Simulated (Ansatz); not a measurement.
# C₃H₂F₄: one species, many methods

Aim: compute C₃H₂F₄ with functionals from several rungs and with coupled cluster. The yardstick is the atomisation energy at the CCSD(T) limit.

Program: Ansatz 0.2.0, Gaussian basis. Level of theory: functionals in def2-TZVPP, the program's frozen cores in correlated methods. These are calculated values, not measurements.

Plan: PBE-D4, r2SCAN-D4, PBE0-D4, B3LYP-D4, ωB97X-V, ωB97M-V, B2PLYP; CCSD(T)/def2-TZVPP; MP2/def2-QZVPP; extrapolation to the limit.

### Step 1. The geometry

An earlier PBE0-D4 in a triple-zeta def2 set relaxation fixed the geometry.

SMILES `F/C=C(/F)C(F)F`, 9 atoms, charge 0, spin multiplicity 1.

Atoms are counted from 1 here; the program's logs count them from 0.

Bond lengths: F1–C2 1.331 Å, C2–C3 1.323 Å, C2–H8 1.083 Å, C3–F4 1.332 Å, C3–C5 1.489 Å, C5–F6 1.355 Å, C5–F7 1.355 Å, C5–H9 1.092 Å. Angles: F1–C2–C3 121.3°, F1–C2–H8 114.7°, C3–C2–H8 124.1°, C2–C3–F4 119.4°, C2–C3–C5 125.6°, F4–C3–C5 115.0°, C3–C5–F6 110.1°, C3–C5–F7 110.1°, C3–C5–H9 111.5°, F6–C5–F7 107.1°, F6–C5–H9 109.0°, F7–C5–H9 109.0°.

### Step 2. PBE-D4 (GGA)

Contents of in.yaml:

```yaml
crystal:
  periodic: [false, false, false]
  atoms:
    - {symbol: F, position_ang: [-1.320192, 1.605046, 0.318649]}
    - {symbol: C, position_ang: [-1.384694, 0.278523, 0.227832]}
    - {symbol: C, position_ang: [-0.300051, -0.448508, 0.014981]}
    - {symbol: F, position_ang: [-0.406339, -1.773159, -0.069552]}
    - {symbol: C, position_ang: [1.081816, 0.083060, -0.146133]}
    - {symbol: F, position_ang: [1.895729, -0.443938, 0.800029]}
    - {symbol: F, position_ang: [1.582321, -0.281135, -1.351231]}
    - {symbol: H, position_ang: [-2.378826, -0.134648, 0.341370]}
    - {symbol: H, position_ang: [1.104136, 1.172359, -0.066946]}
basis:
  gaussian: {orbitals: def2-TZVPP}
hamiltonian: {xc: pbe, dispersion: d4}
output: {forces: true, orbitals: {seedname: orbitals}}
```

Run with:

```bash
ansatz run in.yaml --threads 4 --pin off --events-out ev --progress --plain --max-ram 10444MiB
```

The runs that follow: r2SCAN-D4 (meta-GGA); PBE0-D4 (hybrid); B3LYP-D4 (hybrid); ωB97X-V (range-separated); ωB97M-V (range-separated); B2PLYP (double hybrid); CCSD(T) in def2-TZVPP; MP2 in def2-QZVPP.

Q: Predict the results of all the runs planned. Wanted: atomisation energy, CCSD(T)/CBS; farthest; mean size of error, hybrid; mean size of error, range-separated; gap, smallest and largest; T1 diagnostic; triples share of the correlation energy.

**Answer**, as computed:

| quantity | value |
| --- | --- |
| atomisation energy, CCSD(T)/CBS | 3724.9 kJ/mol |
| functionals within 18.6 kJ/mol (0.5 %) | B3LYP-D4 |
| farthest | PBE-D4 (+203.5 kJ/mol) |
| mean size of error, hybrid | 26.2 kJ/mol |
| mean size of error, range-separated | 22.6 kJ/mol |
| gap, smallest and largest | 5.13 eV (PBE-D4), 12.22 eV (ωB97X-V) |
| T1 diagnostic | 0.0124 |
| triples share of the correlation energy | 3.4 % |

PBE-D4 misses by +203.5 kJ/mol. Double hybrids carry the basis error of their MP2 part in triple zeta, and no dispersion term here, so their miss is partly the set-up's. The reference freezes the cores and leaves out relativity and excitations past (T), so misses under about 18.6 kJ/mol can't be ranked. Hartree-Fock recovers 69 % of the binding; the rest is correlation. The gap grows from 5.1 to 12.2 eV across the functionals, mostly with the share of exact exchange.
